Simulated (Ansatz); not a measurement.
AlH₃O₂S, SMILES [OH][Al]([OH])[SH], a rigid scan of one bond length

Computed with the Python package of Ansatz (0.2.0).

The script reads `alh3o2s.xyz`:
```text
7

O    -1.39120    0.99200    0.67960
Al   -0.02380   -0.03720    0.21740
O     1.64120    0.41230    0.74950
S    -0.28450   -1.89440   -1.01950
H    -1.50240    1.67910   -0.09460
H     1.77640   -0.02090    1.63930
H    -0.15430   -1.19890   -2.21740
```

Script `alh3o2s.py`:
```python
"""Potential curve of AlH3O2S along one bond."""

import warnings

import ansatz as az
import numpy as np

warnings.simplefilter("ignore", az.DeckWarning)

mol = az.Crystal.molecule_from_extxyz("alh3o2s.xyz")

symbols = [site.symbol for site in mol.cartesian_sites]
start = np.array([site.position_ang for site in mol.cartesian_sites])
axis = (start[5] - start[2]) / np.linalg.norm(start[5] - start[2])
moving = [5]
lengths, energies = [0.85, 0.92, 1.0, 1.1, 1.25, 1.5, 1.8, 2.2], []
for length in lengths:
    xyz = start.copy()
    xyz[moving] += (length - np.linalg.norm(start[5] - start[2])) * axis
    point = az.Crystal.molecule()
    for symbol, place in zip(symbols, xyz):
        point = point.atom(symbol, place.tolist())
    job = (
        point.calculation()
        .basis(gaussian="6-31G*")
        .functional("pbe")
        .spin("collinear")  # spin-polarised run
    )
    r = job.run().report
    energies.append(r["free_energy_ev"])
    print(f"r = {length:6.3f} A  E = {energies[-1]:.5f} eV  <S^2> = {abs(r['mean_field']['state']['spin_squared']):.3f}")

print("energy above the lowest point (eV):", [round(e - min(energies), 3) for e in energies])
```

Running `python alh3o2s.py` prints:
```text
r =  0.850 A  E = -21563.86922 eV  <S^2> = 0.000
r =  0.920 A  E = -21564.31590 eV  <S^2> = 0.000
r =  1.000 A  E = -21564.40419 eV  <S^2> = 0.000
r =  1.100 A  E = -21564.15809 eV  <S^2> = 0.000
r =  1.250 A  E = -21563.45816 eV  <S^2> = 0.000
r =  1.500 A  E = -21562.12409 eV  <S^2> = 0.000
r =  1.800 A  E = -21560.74430 eV  <S^2> = 0.000
r =  2.200 A  E = -21559.76336 eV  <S^2> = 0.718
energy above the lowest point (eV): [0.535, 0.088, 0.0, 0.246, 0.946, 2.28, 3.66, 4.641]
```

Total energies depend on the basis set; only differences at equal settings carry meaning. The rest of the molecule is held rigid at a force-field or estimated start geometry, and the basis set is modest; single-reference methods fail as a bond breaks. The expectation value of S² is noticeably off S(S+1) in at least one run, so that state is spin-contaminated. Hardware and time: 42 s on 1 thread of Arm Neoverse V1, on a shared host, peak memory 0.23 GiB.
